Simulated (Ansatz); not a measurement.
Crystal: Ta4O.

```xyz
5
Lattice="3.2575 0.0000 0.0000 0.0000 3.2575 0.0000 0.0000 0.0000 7.4093" Properties=species:S:1:pos:R:3 pbc="T T T"
Ta    0.0000    0.0000    0.0000
Ta    1.6287    1.6287    1.6067
Ta    1.6287    1.6287    5.8027
Ta    0.0000    0.0000    3.7047
O     1.6287    1.6287    3.7047
```

The cell comes from a database or a generator and needn't be the stable form of this composition.

```yaml
Program: Ansatz 0.2.0
Task: single point
Functional: PBEsol
Potentials_or_basis: Ansatz PAW
Cutoff: "420 eV (not typed: the program's choice for these potentials)"
k_mesh: 8 × 8 × 4
Occupations: fermi-dirac, width 0.05 eV
Spin: no spin polarisation
```

On this cell: pressure -8.1 GPa; largest force 0.023 eV/Å; band gap on the k mesh none (metal or under the smearing width).

The same run follows on a disturbed copy (atoms moved at random, drawn with an rms of 0.05 Å):

```
Ta O
1.0
     3.25750    0.00000    0.00000
     0.00000    3.25750    0.00000
     0.00000    0.00000    7.40934
Ta O
4 1
Direct
  0.00120 0.99201 0.00048
  0.49537 0.49767 0.21884
  0.49340 0.50702 0.78631
  0.99668 0.01278 0.49143
  0.49286 0.49179 0.49575
```

What changes?

The energy (extrapolated to zero smearing) moves by +12.2 meV/atom; pressure -7.5 GPa; largest force 0.942 eV/Å; band gap on the k mesh none (metal or under the smearing width).

Forces in eV/Å, atoms in the order of the input:
```
Ta  -0.290  0.440  0.102
Ta   0.162 -0.049 -0.691
Ta   0.197 -0.295 -0.721
Ta  -0.080 -0.279  0.386
O    0.012  0.182  0.924
```

Stress tensor (GPa, compression positive):
```
-7.30  0.05 -0.10
 0.05 -7.50  0.29
-0.10  0.29 -7.71
```

Caveats: the PAW data sets come from PBE, with cores solved anew for the run's functional, which leaves a small shift of forces and pressure.
